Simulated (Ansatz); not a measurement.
**Ge7SbTe8: band edges up the ladder**

Aim: the gap, band edges and levels at named points of Ge7SbTe8.

Computed with Ansatz 0.2.0 (DFT PBE+D3(BJ), scalar-relativistic, plane waves, PAW, unless a step's input says otherwise).

That is the level of the relaxation; later steps name their own.

## 1. The starting structure

Symmetry: Cm, No. 8, monoclinic system. Conventional cell: a = 12.229 Å, b = 16.859 Å, c = 10.413 Å, α = 90.00°, β = 121.92°, γ = 90.00°. Sb (site symmetry 1) is surrounded by 3 Te at 2.83 Å. Around Ge (site symmetry 1) lie 3 Te at 2.83 Å. Ge (site symmetry m) has 3 Te at 2.83 Å as nearest neighbours. Only part of the 20 independent sites is listed.

Structure file:

```cif
data_structure
_symmetry_space_group_name_H-M 'Cm'
_symmetry_Int_Tables_number 8
_cell_length_a 12.2289
_cell_length_b 16.8587
_cell_length_c 10.4135
_cell_angle_alpha 90.000
_cell_angle_beta 121.922
_cell_angle_gamma 90.000
_cell_volume 1822.20
loop_
_atom_site_label
_atom_site_type_symbol
_atom_site_symmetry_multiplicity
_atom_site_Wyckoff_symbol
_atom_site_fract_x
_atom_site_fract_y
_atom_site_fract_z
_atom_site_occupancy
Sb1 Sb 4 b 0.86722 0.12500 0.24222 1
Ge1 Ge 4 b 0.36722 0.12500 0.24222 1
Ge2 Ge 4 b 0.74222 0.25000 0.49222 1
Ge3 Ge 2 a 0.74222 0.00000 0.49222 1
Ge4 Ge 4 b 0.61722 0.37500 0.74222 1
Ge5 Ge 2 a 0.24222 0.00000 0.49222 1
Ge6 Ge 4 b 0.61722 0.12500 0.74222 1
Ge7 Ge 2 a 0.99222 0.00000 0.99222 1
Ge8 Ge 4 b 0.49222 0.25000 0.99222 1
Ge9 Ge 2 a 0.49222 0.00000 0.99222 1
Te1 Te 4 b 0.40378 0.12500 0.77878 1
Te2 Te 4 b 0.40378 0.62500 0.77878 1
Te3 Te 4 b 0.27878 0.25000 0.02878 1
Te4 Te 2 a 0.27878 0.00000 0.02878 1
Te5 Te 4 b 0.65378 0.87500 0.27878 1
Te6 Te 2 a 0.77878 0.00000 0.02878 1
Te7 Te 4 b 0.15378 0.12500 0.27878 1
Te8 Te 2 a 0.52878 0.00000 0.52878 1
Te9 Te 4 b 0.52878 0.75000 0.52878 1
Te10 Te 2 a 0.02878 0.00000 0.52878 1
```

(A quick probe on a coarse mesh, which set the mesh and smearing, is not shown.)

## 3. A loose first relaxation

input.yaml reads:

```yaml
crystal:
  lattice:
    - [8.42934468, -4.86668442, -3.70158441]
    - [-8.42934468, -4.86668442, -3.70158441]
    - [0.0, 9.73336885, -3.70158441]
  atoms:
    - { symbol: Sb, position: [0.25777681, 0.75777681, 0.00777681] }
    - { symbol: Sb, position: [0.00777681, 0.75777681, 0.25777681] }
    - { symbol: Ge, position: [0.75777681, 0.75777681, 0.50777681] }
    - { symbol: Ge, position: [0.50777681, 0.50777681, 0.00777681] }
    - { symbol: Ge, position: [0.50777681, 0.75777681, 0.75777681] }
    - { symbol: Ge, position: [0.25777681, 0.50777681, 0.25777681] }
    - { symbol: Ge, position: [0.00777681, 0.50777681, 0.50777681] }
    - { symbol: Ge, position: [0.75777681, 0.25777681, 0.00777681] }
    - { symbol: Ge, position: [0.75777681, 0.50777681, 0.75777681] }
    - { symbol: Ge, position: [0.50777681, 0.25777681, 0.25777681] }
    - { symbol: Ge, position: [0.25777681, 0.25777681, 0.50777681] }
    - { symbol: Ge, position: [0.00777681, 0.00777681, 0.00777681] }
    - { symbol: Ge, position: [0.00777681, 0.25777681, 0.75777681] }
    - { symbol: Ge, position: [0.75777681, 0.00777681, 0.25777681] }
    - { symbol: Ge, position: [0.50777681, 0.00777681, 0.50777681] }
    - { symbol: Ge, position: [0.25777681, 0.00777681, 0.75777681] }
    - { symbol: Te, position: [0.72122319, 0.22122319, 0.47122319] }
    - { symbol: Te, position: [0.47122319, 0.22122319, 0.72122319] }
    - { symbol: Te, position: [0.22122319, 0.22122319, 0.97122319] }
    - { symbol: Te, position: [0.97122319, 0.97122319, 0.47122319] }
    - { symbol: Te, position: [0.97122319, 0.22122319, 0.22122319] }
    - { symbol: Te, position: [0.72122319, 0.97122319, 0.72122319] }
    - { symbol: Te, position: [0.47122319, 0.97122319, 0.97122319] }
    - { symbol: Te, position: [0.22122319, 0.72122319, 0.47122319] }
    - { symbol: Te, position: [0.22122319, 0.97122319, 0.22122319] }
    - { symbol: Te, position: [0.97122319, 0.72122319, 0.72122319] }
    - { symbol: Te, position: [0.72122319, 0.72122319, 0.97122319] }
    - { symbol: Te, position: [0.47122319, 0.47122319, 0.47122319] }
    - { symbol: Te, position: [0.47122319, 0.72122319, 0.22122319] }
    - { symbol: Te, position: [0.22122319, 0.47122319, 0.72122319] }
    - { symbol: Te, position: [0.97122319, 0.47122319, 0.97122319] }
    - { symbol: Te, position: [0.72122319, 0.47122319, 0.22122319] }
basis:
  ecutwfc: 420
kpoints:
  mp_grid: { grid: [3, 3, 3] }
hamiltonian:
  xc: pbe
  dispersion: d3bj
scf:
  occupations: { method: gaussian, width: 0.1 }
output:
  forces: true
  stress: true
  eigenvalues: true
relax:
  adjacent_minimum: "off"
  f_tol: 0.05
  max_steps: 80
  cell: { stress_tol: 0.5 }
```

The run is started by

```bash
$ ansatz run input.yaml --threads 8 --pin off --max-ram 22528MiB --backend cpu --events-out ev --progress --plain --runs-dir out
```

Further runs follow: full relaxation; the run at PBE+D3(BJ).

Before running it: what results should come out? Wanted: relaxed cell; volume; gap, PBE+D3(BJ).

**Answer**, as computed:

```
                   quantity                                                                          value
relaxed cell (conventional)  a = 12.239 Å, b = 16.900 Å, c = 10.551 Å, α = 90.00°, β = 122.83°, γ = 90.00°
       space group (0.01 Å)                                                                     Cm (No. 8)
                     volume                                                                  28.65 Å³/atom
            gap, PBE+D3(BJ)                                                                        0.00 eV
```

**Reading.** Relaxation raised the volume by 0.6 %. At PBE+D3(BJ) the bands touch or overlap. Spin-orbit coupling is left out for Sb, Te. Near these geometries the D3 coefficients change with coordination, as the log warns; steps in energy, slope or pressure can stem from that.
